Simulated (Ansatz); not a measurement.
**Cd3Se under changes of volume**

One of the cells (25.356 Å³/atom); the others are scaled copies at fixed shape and fractional positions:

```
Cd Se
1.0
    -2.04095    2.04095    6.08708
     2.04095   -2.04095    6.08708
     2.04095    2.04095   -6.08708
Cd Se
3 1
Direct
  0.50000 0.50000 0.00000
  0.25000 0.75000 0.50000
  0.75000 0.25000 0.50000
  0.00000 0.00000 0.00000
```

The cell comes from a database or a generator and needn't be the stable form of this composition.

| Quantity | Value |
| --- | --- |
| Program | Ansatz 0.2.0 |
| Functional | LDA |
| Potentials or basis | Ansatz PAW |
| Cutoff | 420 eV (not typed: the program's choice for these potentials) |
| k mesh | 9 × 9 × 9 |
| Occupations | fermi-dirac, width 0.05 eV |
| Spin | no spin polarisation |

```csv
volume (Å³/atom),energy over the lowest point (meV/atom),pressure (GPa)
23.834,0.00,-3.6
24.341,12.65,-4.4
24.849,27.61,-5.0
25.356,44.55,-5.6
25.863,63.19,-6.1
26.370,83.29,-6.6
26.877,?,?
```

What does the run at 26.877 Å³/atom give?

Energy over the lowest point 104.66 meV/atom; pressure -6.9 GPa.

Worked out: A Birch-Murnaghan fit of order 3 (a polynomial in V^(-2/3)) to the other rows has no minimum within the range. It gives 104.65 meV/atom at 26.877 Å³/atom, against the run's 104.66, and -dE/dV = -6.9 GPa, against -6.9.

Energies are extrapolated to zero smearing.

Caveats: the PAW data sets come from PBE, with cores solved anew for the run's functional, which leaves a small shift of forces and pressure.
